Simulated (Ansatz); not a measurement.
# CH₆GeOTe: up Jacob's ladder to CCSD(T)

How much do the methods differ for CH₆GeOTe? The plan is to run it at one geometry with functionals of several rungs and with coupled cluster, and see how far each lands from CCSD(T) at the basis-set limit for the atomisation energy.

The runs use Ansatz 0.2.0, Gaussian basis; functionals in def2-TZVPP, the program's frozen cores in correlated methods.

The runs, in order: PBE-D4, r2SCAN-D4, PBE0-D4, B3LYP-D4, ωB97X-V, ωB97M-V, B2PLYP; CCSD(T)/def2-TZVPP; MP2/def2-QZVPP; extrapolation to the limit.

## (1) The geometry

All runs share one geometry, relaxed beforehand with PBE0-D4 in a triple-zeta def2 set. Te takes the def2 core potential; no spin-orbit term is included.

SMILES `[GeH3][O]C[TeH]`, 10 atoms, charge 0, spin multiplicity 1.

Atoms are counted from 1 here; the program's logs count them from 0.

Bond lengths: Ge1–O2 1.791 Å, Ge1–H5 1.540 Å, Ge1–H6 1.529 Å, Ge1–H7 1.540 Å, O2–C3 1.390 Å, C3–Te4 2.154 Å, C3–H8 1.095 Å, C3–H9 1.097 Å, Te4–H10 1.658 Å. Angles: O2–Ge1–H5 108.4°, O2–Ge1–H6 104.5°, O2–Ge1–H7 108.5°, H5–Ge1–H6 112.5°, H5–Ge1–H7 110.1°, H6–Ge1–H7 112.5°, Ge1–O2–C3 117.9°, O2–C3–Te4 111.5°, O2–C3–H8 113.0°, O2–C3–H9 112.9°, Te4–C3–H8 106.1°, Te4–C3–H9 104.1°, H8–C3–H9 108.6°, C3–Te4–H10 93.1°.

## (2) PBE-D4 (GGA)

File in.yaml:

```yaml
crystal:
  periodic: [false, false, false]
  atoms:
    - {symbol: Ge, position_ang: [0.323281, 1.695111, 0.424720]}
    - {symbol: O, position_ang: [0.546878, -0.081756, 0.414475]}
    - {symbol: C, position_ang: [-0.484867, -0.863299, -0.090972]}
    - {symbol: Te, position_ang: [0.013714, -2.958494, -0.036075]}
    - {symbol: H, position_ang: [0.099084, 2.166169, -1.024207]}
    - {symbol: H, position_ang: [1.620549, 2.239746, 1.023832]}
    - {symbol: H, position_ang: [-0.909402, 2.027515, 1.285957]}
    - {symbol: H, position_ang: [-0.723411, -0.634507, -1.135172]}
    - {symbol: H, position_ang: [-1.405318, -0.792182, 0.502196]}
    - {symbol: H, position_ang: [1.002693, -2.849502, -1.361755]}
basis:
  gaussian: {orbitals: def2-TZVPP}
hamiltonian: {xc: pbe, dispersion: d4}
output: {forces: true, orbitals: {seedname: orbitals}}
```

Launch:

```bash
$ ansatz run in.yaml --threads 4 --pin off --events-out ev --progress --plain --max-ram 10444MiB
```

Further steps of the session: r2SCAN-D4 (meta-GGA); PBE0-D4 (hybrid); B3LYP-D4 (hybrid); ωB97X-V (range-separated); ωB97M-V (range-separated); B2PLYP (double hybrid); CCSD(T) in def2-TZVPP; MP2 in def2-QZVPP.

Before running them: what should the planned runs give, taken together? Wanted: atomisation energy, CCSD(T)/CBS; farthest; mean size of error, hybrid; mean size of error, range-separated; gap, smallest and largest; T1 diagnostic; triples share of the correlation energy.

As calculated:

```
                               quantity                                value
        atomisation energy, CCSD(T)/CBS                       727.5 kcal/mol
functionals within 7.3 kcal/mol (1.0 %)           PBE-D4, r2SCAN-D4, ωB97X-V
                               farthest              B2PLYP (-16.6 kcal/mol)
             mean size of error, hybrid                        10.1 kcal/mol
    mean size of error, range-separated                         6.4 kcal/mol
              gap, smallest and largest  3.68 eV (PBE-D4), 9.72 eV (ωB97X-V)
                          T1 diagnostic                               0.0119
triples share of the correlation energy                                3.2 %
```

PBE-D4 misses by +2.7 kcal/mol. Double hybrids carry the basis error of their MP2 part in triple zeta, and no dispersion term here, so their miss is partly the set-up's. Misses under about 7.3 kcal/mol are within the doubt on the reference itself, which lacks core-valence correlation, spin-orbit coupling and higher excitations, and its outer-core shells are covered unevenly. All levels share the lack of spin-orbit coupling, which lowers the free heavy atoms and so the true binding. Hartree-Fock recovers 68 % of the binding; the rest is correlation. The gap grows from 3.7 to 9.7 eV across the functionals, mostly with the share of exact exchange. Correlated methods include outer-core shells of Ge, Te, which these sets cover unevenly.
